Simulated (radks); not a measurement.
# Spin polarisation of the 3p shell in Al

An exercise on one series of results from a longer session: the logs are not shown, and one member is left open.

Program: radks (a radial shooting solver on a logarithmic mesh, Libxc functionals) version 1. Level of theory: scalar-relativistic Kohn-Sham, PBE, spin-polarised, spherical densities, finite nucleus. These are calculated values, not measurements, unless marked.

### What is computed

```
element            : aluminium (Z = 13)
charge             : 0
electrons          : 13
configuration      : [Ne] 3s2 3p(up 0.5, down 0.5)
nuclear rms radius : 3.061 fm
```

A shell typed twice in an input gives spin up, then spin down.

The first run:

The run's settings:

```text
Z 13
configuration [Ne] 3s2 3p0.5 3p0.5
relativity scalar-relativistic
functional pbe,pbe
spin polarised
nucleus finite rms 3.061 fm
c 137.035999084
```

Steps of the session up to this table: No moment.

One of the session's tables, all rows but one given; the rest of the session is left out.

Radial moments (bohr):

```
level     <r>  outermost maximum (interpolated)  90 % within  nodes
   1s       ?                                 ?            ?      ?
   2s  0.6261                             0.497        0.991      1
   2p  0.6034                             0.429         1.02      0
   3s   2.543                              2.09         3.90      2
   3p   3.448                              2.64         5.52      1
```

**Question.** Estimate the row for 1s.

The run gave: <r>: 0.1202; outermost maximum (interpolated): 0.0784; 90 % within: 0.215; nodes: 0. In the column «<r>» it is the lowest.
